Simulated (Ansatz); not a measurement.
# Nb2SiN2: the cost of one run

Computed with Ansatz 0.2.0 (DFT PBE, scalar-relativistic, plane waves, PAW, unless a step's input says otherwise).

3 further runs of the same task are left out: 2 that didn't finish, 1 set aside as unsound or not needed. Runs told in other sessions of the task aren't counted.

## (1) The starting structure

Symmetry: R-3m, No. 166, trigonal system. The conventional cell has a = 3.571 Å, b = 3.571 Å, c = 18.808 Å, α = 90.00°, β = 90.00°, γ = 120.00°. Around Nb (site symmetry 3m) lie 3 N at 2.10 Å and 3 Si at 2.58 Å. Around Si (site symmetry -3m) lie 2 N at 1.96 Å and 6 Nb at 2.58 Å. N (site symmetry 3m) has 1 Si at 1.96 Å and 3 Nb at 2.10 Å in its first shell of neighbours.

Structure file:

```cif
data_structure
_symmetry_space_group_name_H-M 'R-3m:H'
_symmetry_Int_Tables_number 166
_cell_length_a 3.5705
_cell_length_b 3.5705
_cell_length_c 18.8079
_cell_angle_alpha 90.000
_cell_angle_beta 90.000
_cell_angle_gamma 120.000
_cell_volume 207.65
loop_
_atom_site_label
_atom_site_type_symbol
_atom_site_symmetry_multiplicity
_atom_site_Wyckoff_symbol
_atom_site_fract_x
_atom_site_fract_y
_atom_site_fract_z
_atom_site_occupancy
Nb1 Nb 6 c 0.33333 0.66667 0.75084 1
Si1 Si 3 b 0.66667 0.33333 0.83333 1
N1 N 6 c 0.66667 0.33333 0.93764 1
```

The cell was relaxed beforehand at this level, from a generated guess; it is a trial structure. At a tolerance of 0.05 Å it has space group R-3m (No. 166); it has 13.84 Å³/atom, an uncorrected energy of -0.18 eV/atom over the elements.

## (2) Bands, states and charges

input.yaml reads:

```yaml
crystal:
  lattice:
    - [1.7852747221, 1.0307288414, 6.2693002355]
    - [-1.7852747221, 1.0307288414, 6.2693002355]
    - [0.0, -2.0614576827, 6.2693002355]
  atoms:
    - { symbol: Nb, position: [0.0841695099, 0.0841695099, 0.0841695099] }
    - { symbol: Nb, position: [0.9158304901, 0.9158304901, 0.9158304901] }
    - { symbol: Si, position: [0.5, 0.5, 0.5] }
    - { symbol: "N", position: [0.6043113402, 0.6043113402, 0.6043113402] }
    - { symbol: "N", position: [0.3956886598, 0.3956886598, 0.3956886598] }
basis:
  ecutwfc: 420
kpoints:
  mp_grid: { grid: [12, 12, 12] }
  band_path:
    path:
      - [[0.0, 0.0, 0.0], [0.5, 0.5, 0.5], [0.81531314, 0.18468686, 0.5]]
      - [[0.5, -0.18468686, 0.18468686], [0.5, 0.0, 0.0], [0.0, 0.0, 0.0], [0.34234343, -0.34234343, 0.0]]
      - [[0.65765657, 0.0, 0.34234343], [0.5, 0.0, 0.5], [0.0, 0.0, 0.0]]
    npoints: 14
hamiltonian:
  xc: pbe
scf:
  occupations: { method: gaussian, width: 0.1 }
  n_extra_bands: 12
output:
  forces: true
  stress: true
  eigenvalues: true
  populations: true
  dos: { projected: true, de: 0.02, nscf_kmesh: { grid: [15, 15, 15] } }
  bader: true
  write_density: true
  write_potential: true
  elf: true
  volumetric_format: npy
```

The run is started by

```console
$ ansatz run input.yaml --threads 1 --pin off --max-ram 2560MiB --backend cpu --events-out ev --progress --plain --runs-dir out
```

**Question.** How long does this run take on 1 thread of Arm Neoverse V2, shared host, and how much memory does it need?

About 88 s, with a peak of 0.69 GiB.
